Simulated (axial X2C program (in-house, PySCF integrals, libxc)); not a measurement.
# All-electron X2C curves of CaB

What are the state, bond length, wavenumber and bond energy of CaB, and what does spin–orbit coupling change?

The runs use an in-house X2C program for linear molecules on PySCF integrals; all-electron X2C, Ca dyall-cv3z, B dyall-v3z.

All values are calculated.

## Step 1: Input

Contents of task.json:

```json
{
 "zs": [
  20,
  5
 ],
 "q": 0,
 "bas": [
  "dyall-cv3z",
  "dyall-v3z"
 ],
 "levels": [
  "PBE0",
  "HF",
  "PW91"
 ],
 "cc": true,
 "r0": 2.56,
 "thr": -2.0,
 "nmax": 90,
 "npts": 10,
 "nst": 2,
 "ntry": 6
}
```

Keys: zs atomic numbers; q charge; bas basis sets; levels methods (HF also brings MP2); cc coupled cluster on or off; r0 starting distance in Å; thr threshold in hartree for freezing inner shells (an s shell follows its p shell); nmax most natural virtual spinors; npts points asked for on the curve; nst determinants followed; ntry starts of the search.

Run with:

```
> python so2c.py task.json out
```

Spin-free means the one-electron spin-free X2C Hamiltonian; two-component (2c) means X2C with spin–orbit coupling and atomic mean-field two-electron Coulomb and Gaunt terms. Basis: Ca dyall-cv3z contracted to [11s12p6d4f], B dyall-v3z contracted to [7s6p2d1f]; Gaussian nuclei, density fitting. Masses: Ca 39.963 u, B 11.009 u.

Notation: σ, π±, δ± give the projection m of an orbital's angular momentum (0, ±1, ±2), α and β its spin, Λ and M_S the sums; ω is the projection of a spinor's total angular momentum and Ω the sum. Logs are in hartree.

The results follow Hamiltonian by Hamiltonian and level by level.

## Step 2: State search with PBE0

PBE0 moves the distance from 2.560 Å to 2.311 Å and compares determinants there.

Spin-free determinants:

```csv
ΔE (eV),state,open shells
0.00,"M_S = 3/2, Λ = 0","beyond closed shells: σα, π+α, π-α"
0.25,"M_S = 1/2, Λ = 0","beyond closed shells: σβ, π+α, π-α"
0.39,"M_S = 3/2, Λ = 1","beyond closed shells: 2 × σα, π+α"
0.62,"M_S = 1/2, Λ = 1",beyond closed shells: π+α
0.69,"M_S = 1/2, Λ = 1","beyond closed shells: 2 × σα, π+β"
0.89,"M_S = 1/2, Λ = 2","beyond closed shells: σα, π+α, π+β"
0.89,"M_S = 1/2, Λ = 0","beyond closed shells: σα, π+β, π-α"
```

Two-component determinants:

```tsv
ΔE (eV)	state	open shells
0.00	Ω = 3/2	excess of +ω over −ω: ω = 3/2
0.25	Ω = 1/2	excess of +ω over −ω: 2 × ω = -1/2, ω = 3/2
0.39	Ω = 1/2	excess of +ω over −ω: ω = 1/2
0.40	Ω = 5/2	excess of +ω over −ω: 2 × ω = 1/2, ω = 3/2
0.69	Ω = 3/2	excess of +ω over −ω: 3 × ω = 1/2
0.89	Ω = 1/2	excess of +ω over −ω: ω = 1/2
1.97	Ω = 7/2	excess of +ω over −ω: ω = 1/2, 2 × ω = 3/2
```

## Step 3: PBE0, spin-free

State followed: M_S = 3/2, Λ = 0 (beyond closed shells: σα, π+α, π-α). The scan is laid around 2.311 Å, a first estimate of the minimum, and this SCF restarts from the orbitals of the search.

The SCF at the reference distance of 2.311 Å:

```text
spin-free X2C-1e  PBE0
basis functions 147  fitting functions 607  grid points 5079
iter        total energy     max residual
   1       -704.950541613     7.49e-06
   2       -704.950541614     5.10e-06
converged
one-electron -1009.85613571  Coulomb 322.12973229  exact exchange -9.83327850  xc functional -30.28905143  nuclear repulsion 22.89819173
```

Along the bond, energies from the lowest point:

```
R (Å)  E (eV)  μ (D)  HOMO (eV)  LUMO (eV)  iterations
2.011  0.4683  -4.21      -4.15      -1.89          14
2.103  0.2008  -4.49      -4.26      -1.95          13
2.172  0.0813  -4.66      -4.34      -2.00          12
2.242  0.0179  -4.81      -4.42      -2.04          12
2.311  0.0000  -4.95      -4.40      -2.08           2
2.392  0.0245  -5.08      -4.33      -2.12          12
2.473  0.0862  -5.21      -4.27      -2.20          12
2.577  0.2044  -5.38      -4.19      -2.31          13
2.704  0.3865  -5.61      -4.11      -2.43          14
2.889  0.6860  -6.02      -3.98      -2.59          15
```

Dipoles are positive if B is the positive end.

Outer orbitals at the reference distance:

| symmetry | occupied | ε (eV) | atomic character |
| --- | --- | --- | --- |
| π+α | yes | -29.80 | 100% Ca p |
| π-α | yes | -29.80 | 100% Ca p |
| σα | yes | -29.75 | 98% Ca p |
| π+β | yes | -29.54 | 100% Ca p |
| π-β | yes | -29.54 | 100% Ca p |
| σβ | yes | -29.41 | 98% Ca p |
| σα | yes | -10.38 | 65% B s, 12% Ca p, 12% Ca s |
| σβ | yes | -8.07 | 60% B s, 13% Ca s, 12% Ca p |
| σα | yes | -4.49 | 47% Ca s, 34% B p, 14% Ca p |
| π-α | yes | -4.40 | 68% B p, 21% Ca d, 9% Ca p |
| π+α | yes | -4.40 | 68% B p, 21% Ca d, 9% Ca p |
| σα | no | -2.08 | 45% B p, 22% Ca s, 17% Ca p |
| σβ | no | -2.02 | 57% Ca s, 22% Ca p, 17% B p |
| π-α | no | -1.02 | 73% Ca p, 26% Ca d |
| π+α | no | -1.02 | 73% Ca p, 26% Ca d |

PBE0 fields in the half plane through the axis: z from -2.4 to 4.5 Å across, distance from the axis 0.15 to 2.25 Å upwards; Ca lies at z = 0 and B at z = 2.311 Å; the ELF is damped to zero where the density is low.

log10 density (e/bohr³). Ten even steps from ' ' (-4.23 ) to '@' (1.38 ):
```
..............::::::::::::::::::::::......      
......::::::::::::::::::::------::::::::....    
..::::::::::::::::--------------------::::....  
::::::::------------------==========----::::....
::::::------==========================----::....
::::------==++******++======++++++++====--::::..
::::----==++**######**++==++++++++++++==----::..
::------==++**##@@##**++++++++##%%++++==----::..
```

ELF. Ten even steps from '0' (0.00 ) to '9' (0.99 ):
```
135664311234444443210000
368875211135666665431000
789873100025778887653100
899851000013688888864200
999731133211589999875310
998522688741389999876410
998414886882277214776420
998326818183161690576420
```

Re = 2.308 Å, ωe = 490 cm⁻¹, ωexe = 2.72 cm⁻¹, Be = 0.3667 cm⁻¹, De = 1.04 eV, μ = -4.94 D.

## Step 4: HF, spin-free

Output at 2.311 Å:

```text
spin-free X2C-1e  HF
basis functions 147  fitting functions 607  grid points 5079
iter        total energy     max residual
   1       -704.161325681     8.65e-02
   2       -704.180522219     7.72e-03
   3       -704.185087520     6.31e-03
   4       -704.187746493     4.96e-03
   5       -704.190325699     2.42e-03
   6       -704.191302787     6.70e-04
   7       -704.191385582     3.94e-04
   8       -704.191405587     2.75e-04
   9       -704.191410482     2.64e-04
  10       -704.191415128     1.91e-04
  11       -704.191420200     1.76e-04
  12       -704.191423209     5.57e-05
  13       -704.191423639     1.36e-05
  14       -704.191423657     6.10e-06
  15       -704.191423661     2.73e-06
  16       -704.191423662     9.43e-07
converged
one-electron -1008.70602269  Coulomb 320.99043992  exact exchange -39.37403262  xc functional 0.00000000  nuclear repulsion 22.89819173
```

Re = 2.436 Å, ωe = 439 cm⁻¹, ωexe = 2.09 cm⁻¹, Be = 0.3292 cm⁻¹, De = 0.460 eV, μ = -3.27 D.

## Step 5: PW91, spin-free

Output at 2.311 Å:

```text
spin-free X2C-1e  PW91
basis functions 147  fitting functions 607  grid points 5079
iter        total energy     max residual
   1       -705.162793183     3.96e-02
   2       -705.164921370     6.35e-03
   3       -705.158279727     1.98e-02
   4       -705.163557864     1.12e-02
   5       -705.166324401     7.83e-04
   6       -705.166335554     6.91e-04
   7       -705.166344958     8.70e-05
   8       -705.166345257     3.59e-05
   9       -705.166345303     1.58e-05
  10       -705.166345309     2.33e-06
  11       -705.166345310     1.04e-06
converged
one-electron -1010.34708074  Coulomb 322.64016117  exact exchange 0.00000000  xc functional -40.35761747  nuclear repulsion 22.89819173
```

Re = 2.299 Å, ωe = 491 cm⁻¹, ωexe = 2.74 cm⁻¹, Be = 0.3696 cm⁻¹, De = 1.37 eV, μ = -5.20 D.

## Step 6: Correlated methods, spin-free

Correlated methods: 13 electrons correlated (frozen shells, counted by type: Ca 2 s, 1 p; B 1 s), 229 virtual spinors in MP2, 90 natural virtuals in coupled cluster.

Output of the correlated part at 2.311 Å:

```text
correlated 13  virtual 229  natural virtual 90  E(MP2) -0.323270707  MP2 remainder -0.013021294
iter   CCSD correlation   residual
   1     -0.336891419   1.26e-01
   2     -0.347796680   5.93e-02
   3     -0.349391894   3.02e-02
   4     -0.350204656   1.72e-02
   5     -0.350530211   6.91e-03
   6     -0.350636126   3.36e-03
   7     -0.350654338   1.81e-03
   8     -0.350653256   6.78e-04
   9     -0.350650451   2.39e-04
  10     -0.350652675   7.66e-05
  11     -0.350652899   2.85e-05
  12     -0.350653030   1.22e-05
  13     -0.350653137   7.19e-06
  14     -0.350653262   4.29e-06
  15     -0.350653363   2.38e-06
  16     -0.350653403   1.32e-06
  17     -0.350653416   7.23e-07
(T) -0.012068204  T1 0.0523  D1 0.1394  max T2 0.109
```

T1 in the output is the amplitude norm over the root of the electron number; divide by √2 for the Lee–Taylor value.

MP2: Re = 2.344 Å, ωe = 468 cm⁻¹, Be = 0.3556 cm⁻¹, De = 0.316 eV.

CCSD: Re = 2.369 Å, ωe = 459 cm⁻¹, ωexe = 2.35 cm⁻¹, Be = 0.3481 cm⁻¹, De = 0.274 eV. T1 at Re = 0.037 (Lee–Taylor, the printed value over √2).

CCSD(T): Re = 2.363 Å, ωe = 461 cm⁻¹, ωexe = 2.38 cm⁻¹, Be = 0.3498 cm⁻¹, De = 0.310 eV. T1 at Re = 0.037 (Lee–Taylor, the printed value over √2).

## Step 7: A higher determinant, spin-free

State: M_S = 1/2, Λ = 0 (beyond closed shells: σβ, π+α, π-α).

Output at the reference distance:

```text
spin-free X2C-1e  PBE0
basis functions 147  fitting functions 607  grid points 5079
iter        total energy     max residual
   1       -704.941220726     7.07e-06
   2       -704.941220730     4.62e-06
   3       -704.941220731     4.48e-06
converged
one-electron -1009.59431575  Coulomb 321.85883224  exact exchange -9.82991924  xc functional -30.27400972  nuclear repulsion 22.89819173
```

```
R (Å)  E above the lowest PBE0 point (eV)
2.011                               0.705
2.103                               0.449
2.172                               0.335
2.242                               0.273
2.311                               0.254
2.392                               0.274
2.473                               0.329
2.577                               0.437
2.704                               0.605
```

Re = 2.312 Å, ωe = 470 cm⁻¹, ωexe = 2.59 cm⁻¹, Be = 0.3652 cm⁻¹, μ = -3.50 D. ⟨S²⟩ = 1.77 against 0.75 for a pure state, so this determinant mixes spins. Te = 0.25 eV.

## Step 8: The spin-free curves together

Energy (eV) of the followed determinant, spin-free, from each level's lowest point:

```
R (Å)   PBE0     HF    MP2   CCSD  CCSD(T)   PW91
2.011  0.468  0.867  0.549    n/a      n/a  0.437
2.103  0.201  0.480  0.257  0.315    0.301  0.182
2.172  0.081  0.277  0.119  0.158    0.149  0.070
2.242  0.018  0.138  0.036  0.060    0.054  0.013
2.311  0.000  0.050  0.000  0.010    0.007  0.000
2.392  0.024  0.002  0.004  0.000    0.000  0.029
2.473  0.086  0.000  0.047  0.031    0.034  0.095
2.577  0.204  0.049  0.144  0.114    0.120  0.216
2.704  0.386  0.164  0.307    n/a      n/a  0.401
2.889  0.686  0.397  0.590    n/a      n/a  0.698
```

## Step 9: PBE0, 2c

State followed: Ω = 3/2 (excess of +ω over −ω: ω = 3/2). The scan is laid around 2.311 Å, a first estimate of the minimum, and this SCF restarts from the orbitals of the search.

Output at 2.311 Å:

```text
two-component X2C + atomic mean field  PBE0
basis functions 147  fitting functions 607  grid points 5079
iter        total energy     max residual
   1       -704.815168007     7.36e-06
   2       -704.815168007     1.01e-05
converged
one-electron -1009.50800562  Coulomb 322.04429427  exact exchange -9.83075581  xc functional -30.28130910  nuclear repulsion 22.89819173  atomic mean-field constant -0.13758348
```

Along the bond, energies from the lowest point:

```
R (Å)  E (eV)  μ (D)  HOMO (eV)  LUMO (eV)  iterations
2.011  0.4676  -4.22      -4.15      -1.89          14
2.103  0.2004  -4.49      -4.26      -1.95          13
2.172  0.0811  -4.67      -4.34      -2.00          12
2.242  0.0177  -4.82      -4.41      -2.04          12
2.311  0.0000  -4.95      -4.40      -2.08           2
2.392  0.0246  -5.09      -4.33      -2.12          12
2.473  0.0864  -5.21      -4.27      -2.20          12
2.577  0.2046  -5.38      -4.19      -2.31          15
2.704  0.3868  -5.61      -4.10      -2.43          19
2.889  0.6864  -6.02      -3.97      -2.59          21
```

Dipoles are positive if B is the positive end.

Outer spinors at the reference distance:

```
   ω  occupied  ε (eV)             atomic character     λ mixture
-1/2       yes  -29.95                    100% Ca p   91% π, 9% σ
 1/2       yes  -29.86                     99% Ca p  63% σ, 37% π
 3/2       yes  -29.66                    100% Ca p        100% π
 1/2       yes  -29.51                     99% Ca p  63% π, 37% σ
-3/2       yes  -29.40                    100% Ca p        100% π
-1/2       yes  -29.35                     98% Ca p   91% σ, 9% π
 1/2       yes  -10.38  65% B s, 12% Ca p, 12% Ca s        100% σ
-1/2       yes   -8.07  60% B s, 13% Ca s, 12% Ca p        100% σ
 1/2       yes   -4.49  47% Ca s, 34% B p, 14% Ca p        100% σ
-1/2       yes   -4.40   68% B p, 21% Ca d, 9% Ca p        100% π
 3/2       yes   -4.40   68% B p, 21% Ca d, 9% Ca p        100% π
 1/2        no   -2.08  45% B p, 22% Ca s, 17% Ca p        100% σ
-1/2        no   -2.02  57% Ca s, 22% Ca p, 17% B p        100% σ
-1/2        no   -1.02           73% Ca p, 26% Ca d        100% π
 3/2        no   -1.02           73% Ca p, 26% Ca d        100% π
```

PBE0 fields in the half plane through the axis: z from -2.4 to 4.5 Å across, distance from the axis 0.15 to 2.25 Å upwards; Ca lies at z = 0 and B at z = 2.311 Å; the ELF is damped to zero where the density is low.

log10 density (e/bohr³). Ten even steps from '0' (-4.23 ) to '9' (1.38 ):
```
111111122222222222111000
111222222222233322221100
122222222333333333322110
222233333333344444332211
222333444444444444433211
223334566654445555443221
223345677765455555543321
233345679765555785543321
```

ELF. Ten even steps from ' ' (0.00 ) to '@' (0.99 ):
```
..--++****==--....::--============--::..        
--**%%%%##++::......--++**********++==--..      
##%%@@%%##--..      ::++####%%%%%%##**++--..    
%%@@@@%%++..        ..--**%%%%%%%%%%%%**==::    
@@@@@@##--....----::....++%%@@@@@@@@%%##++--..  
@@@@%%++::::**%%%%##==..--%%@@@@@@@@%%##**==..  
@@@@%%==..==%%%%**%%%%::::####....==####**==::  
@@@@%%--::**%%..%%..%%--..**..**@@  ++##**==::  
```

Re = 2.308 Å, ωe = 490 cm⁻¹, ωexe = 2.72 cm⁻¹, Be = 0.3668 cm⁻¹, De = 1.04 eV, μ = -4.94 D.

## Step 10: HF, 2c

Output at 2.311 Å:

```text
two-component X2C + atomic mean field  HF
basis functions 147  fitting functions 607  grid points 5079
iter        total energy     max residual
   1       -704.026126329     8.70e-02
   2       -704.045333675     7.72e-03
   3       -704.049904656     6.31e-03
   4       -704.052567143     4.97e-03
   5       -704.055156681     2.43e-03
   6       -704.056142756     6.74e-04
   7       -704.056225913     3.95e-04
   8       -704.056246088     2.75e-04
   9       -704.056250980     2.62e-04
  10       -704.056255606     1.90e-04
  11       -704.056260675     1.75e-04
  12       -704.056263723     5.59e-05
  13       -704.056264171     1.36e-05
  14       -704.056264196     9.04e-06
  15       -704.056264205     8.45e-06
  16       -704.056264211     7.77e-06
  17       -704.056264218     6.77e-06
  18       -704.056264228     5.18e-06
  19       -704.056264241     1.55e-06
  20       -704.056264243     2.07e-07
converged
one-electron -1008.35505835  Coulomb 320.90206234  exact exchange -39.36387648  xc functional 0.00000000  nuclear repulsion 22.89819173  atomic mean-field constant -0.13758348
```

Re = 2.436 Å, ωe = 439 cm⁻¹, ωexe = 2.08 cm⁻¹, Be = 0.3291 cm⁻¹, De = 0.460 eV, μ = -3.27 D.

## Step 11: PW91, 2c

The SCF at the reference distance of 2.311 Å:

```text
two-component X2C + atomic mean field  PW91
basis functions 147  fitting functions 607  grid points 5079
iter        total energy     max residual
   1       -705.027249717     3.98e-02
   2       -705.029373065     6.37e-03
   3       -705.022692529     1.99e-02
   4       -705.028005037     1.13e-02
   5       -705.030780691     7.84e-04
   6       -705.030791906     6.93e-04
   7       -705.030801319     8.71e-05
   8       -705.030801619     3.61e-05
   9       -705.030801665     1.58e-05
  10       -705.030801671     2.32e-06
  11       -705.030801672     1.05e-06
converged
one-electron -1009.99899254  Coulomb 322.55478281  exact exchange 0.00000000  xc functional -40.34720019  nuclear repulsion 22.89819173  atomic mean-field constant -0.13758348
```

No constants are quoted: the solution changes its character somewhere along the scan, so the fit is set aside.

## Step 12: Correlated methods, 2c

Correlated methods: 13 electrons correlated (frozen shells, counted by type: Ca 2 s, 1 p; B 1 s), 229 virtual spinors in MP2, 90 natural virtuals in coupled cluster.

Output of the correlated part at 2.311 Å:

```text
correlated 13  virtual 229  natural virtual 90  E(MP2) -0.323394581  MP2 remainder -0.013024085
iter   CCSD correlation   residual
   1     -0.337006722   1.26e-01
   2     -0.347914442   5.93e-02
   3     -0.349511735   3.02e-02
   4     -0.350325085   1.72e-02
   5     -0.350650790   6.91e-03
   6     -0.350756973   3.36e-03
   7     -0.350775253   1.81e-03
   8     -0.350774191   6.79e-04
   9     -0.350771362   2.40e-04
  10     -0.350773581   7.68e-05
  11     -0.350773798   2.85e-05
  12     -0.350773926   1.20e-05
  13     -0.350774030   6.95e-06
  14     -0.350774151   4.12e-06
  15     -0.350774250   2.30e-06
  16     -0.350774291   1.29e-06
  17     -0.350774305   7.11e-07
(T) -0.012082357  T1 0.0523  D1 0.1395  max T2 0.109
```

MP2: Re = 2.343 Å, ωe = 468 cm⁻¹, Be = 0.3556 cm⁻¹, De = 0.316 eV.

CCSD: No constants are quoted: too few points lie around the minimum for a second fit to confirm the first.

CCSD(T): No constants are quoted: too few points lie around the minimum for a second fit to confirm the first.

## Step 13: A higher determinant, 2c

State: Ω = 1/2 (excess of +ω over −ω: 2 × ω = -1/2, ω = 3/2).

Output at the reference distance:

```text
two-component X2C + atomic mean field  PBE0
basis functions 147  fitting functions 607  grid points 5079
iter        total energy     max residual
   1       -704.805838868     1.54e-05
   2       -704.805838889     1.19e-05
   3       -704.805838897     1.03e-05
   4       -704.805838912     6.58e-06
   5       -704.805838921     6.68e-07
   6       -704.805838921     2.77e-07
converged
one-electron -1009.24524422  Coulomb 321.77241271  exact exchange -9.82738507  xc functional -30.26623060  nuclear repulsion 22.89819173  atomic mean-field constant -0.13758348
```

```
R (Å)  E above the lowest PBE0 point (eV)
2.011                               0.705
2.103                               0.449
2.172                               0.335
2.242                               0.273
2.311                               0.254
2.392                               0.274
2.473                               0.330
2.577                               0.437
2.704                               0.606
```

Re = 2.312 Å, ωe = 470 cm⁻¹, ωexe = 2.59 cm⁻¹, Be = 0.3653 cm⁻¹, μ = -3.50 D. Te = 0.25 eV.

## Step 14: The 2c curves together

Energy (eV) of the followed determinant, 2c, from each level's lowest point:

```
R (Å)   PBE0     HF    MP2   CCSD  CCSD(T)  PW91 (jumps)
2.011  0.468  0.867  0.549    n/a      n/a         0.436
2.103  0.200  0.480  0.257  0.312    0.299         0.181
2.172  0.081  0.277  0.119  0.158    0.148         0.070
2.242  0.018  0.138  0.036  0.060    0.054         0.013
2.311  0.000  0.050  0.000  0.010    0.007         0.000
2.392  0.025  0.002  0.004  0.000    0.000         0.029
2.473  0.086  0.000  0.047  0.031    0.034         0.095
2.577  0.205    n/a    n/a    n/a      n/a         0.193
2.704  0.387  0.163  0.307    n/a      n/a         0.215
2.889  0.686  0.397  0.590    n/a      n/a         0.319
```

The whole job took 2.1 min on 1 thread, shared host.

## Step 15: What came out

Lowest determinant that the search found at its distance, spin-free: M_S = 3/2, Λ = 0 (beyond closed shells: σα, π+α, π-α).

Lowest determinant that the search found at its distance, 2c: Ω = 3/2 (excess of +ω over −ω: ω = 3/2).

```json
{"Hamiltonian": "spin-free", "level": "PBE0", "Re (Å)": "2.308", "ωe (cm⁻¹)": "490", "De (eV)": "1.04", "μ (D)": "-4.94"}
{"Hamiltonian": "spin-free", "level": "HF", "Re (Å)": "2.436", "ωe (cm⁻¹)": "439", "De (eV)": "0.460", "μ (D)": "-3.27"}
{"Hamiltonian": "spin-free", "level": "MP2", "Re (Å)": "2.344", "ωe (cm⁻¹)": "468", "De (eV)": "0.316", "μ (D)": "n/a"}
{"Hamiltonian": "spin-free", "level": "CCSD", "Re (Å)": "2.369", "ωe (cm⁻¹)": "459", "De (eV)": "0.274", "μ (D)": "n/a"}
{"Hamiltonian": "spin-free", "level": "CCSD(T)", "Re (Å)": "2.363", "ωe (cm⁻¹)": "461", "De (eV)": "0.310", "μ (D)": "n/a"}
{"Hamiltonian": "spin-free", "level": "PW91", "Re (Å)": "2.299", "ωe (cm⁻¹)": "491", "De (eV)": "1.37", "μ (D)": "-5.20"}
{"Hamiltonian": "2c", "level": "PBE0", "Re (Å)": "2.308", "ωe (cm⁻¹)": "490", "De (eV)": "1.04", "μ (D)": "-4.94"}
{"Hamiltonian": "2c", "level": "HF", "Re (Å)": "2.436", "ωe (cm⁻¹)": "439", "De (eV)": "0.460", "μ (D)": "-3.27"}
{"Hamiltonian": "2c", "level": "MP2", "Re (Å)": "2.343", "ωe (cm⁻¹)": "468", "De (eV)": "0.316", "μ (D)": "n/a"}
```

Dipoles are positive if B is the positive end. No constants: 2c CCSD (too few points lie around the minimum for a second fit to confirm the first); 2c CCSD(T) (too few points lie around the minimum for a second fit to confirm the first); 2c PW91 (the solution changes its character somewhere along the scan, so the fit is set aside).

Time per point (s) on 1 thread, shared host (2c runs); the times are rough: PBE0 0.39, HF 0.39, MP2 0.64.

At MP2, going from spin-free to two-component changes Re by 0 mÅ, ωe by 0.0 %, which is small (part of it comes from the scalar share of the two-electron terms). It costs about 2 times the time. De moves by 0.00 eV; both De rest on single-determinant atoms, which can miss part of an open shell's spin–orbit lowering.

De refers to Ca + B, each in the lowest determinant found, which need not be this curve's own limit. Each curve is one determinant whose occupation by symmetry is held fixed; it was picked as the lowest of a PBE0 search that is not exhaustive. De is counted from the lowest determinant-based energies of the atoms at the same level, without counterpoise correction. Density functionals use the spin component along the axis (collinear). CCSD and (T) use frozen natural virtuals with an MP2 correction for the truncation. With several unpaired electrons one determinant need not be a pure state. At some level an empty orbital lies below a filled one. Some points did not converge and are left out. The spin-free determinant is spin-contaminated at some levels, which hurts MP2 most. T1 at Re is 0.037 (Lee–Taylor), above the customary mark of 0.02.
